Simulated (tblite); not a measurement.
# C2H6F2OSe: the cost of one run

Programs: tblite 0.8.0 and PySCF 2.14.0. All values are calculated, for the isolated system unless a continuum is named. Atoms count from 0, parts from 1.

## 1. The system as given

12 atoms, charge 0, multiplicity 1; geometry: rigid parts in contact. Parts: 1 = atoms 0–2, `F[Se]F`, charge 0; 2 = atoms 3–11, `COC`, charge 0.

## 2. Bringing the parts together with GFN2-xTB

What the job is given:

```
{"job": {"kind": "dock", "xc": "GFN2-xTB", "basis": "xTB"}, "charge": 0, "multiplicity": 1, "parts": [{"atoms": "0-2", "charge": 0, "multiplicity": 1}, {"atoms": "3-11", "charge": 0, "multiplicity": 1}]}
F      0.052660     0.959788    -0.989104
Se     0.061888     0.385902     0.709634
F     -0.114548    -1.345690     0.279470
C     -2.731783     0.489023     2.488536
O     -1.650170     0.954815     3.252292
C     -1.895819     0.904435     4.633320
H     -2.959731    -0.559884     2.718602
H     -3.633349     1.089486     2.666199
H     -2.438296     0.576228     1.444435
H     -2.092911    -0.122911     4.966038
H     -2.753207     1.532101     4.908662
H     -1.000819     1.279882     5.124964
```

Level: GFN2-xTB search for minima from random contacts, gas phase.

Command:

```sh
$ OMP_NUM_THREADS=1 python cluster_run.py task.json out
```

The driver reads the jobs from task.json and runs them one after another.

Q: Estimate the wall time of this first job on 1 thread of AMD EPYC 7R43, shared host.

About 32 s.
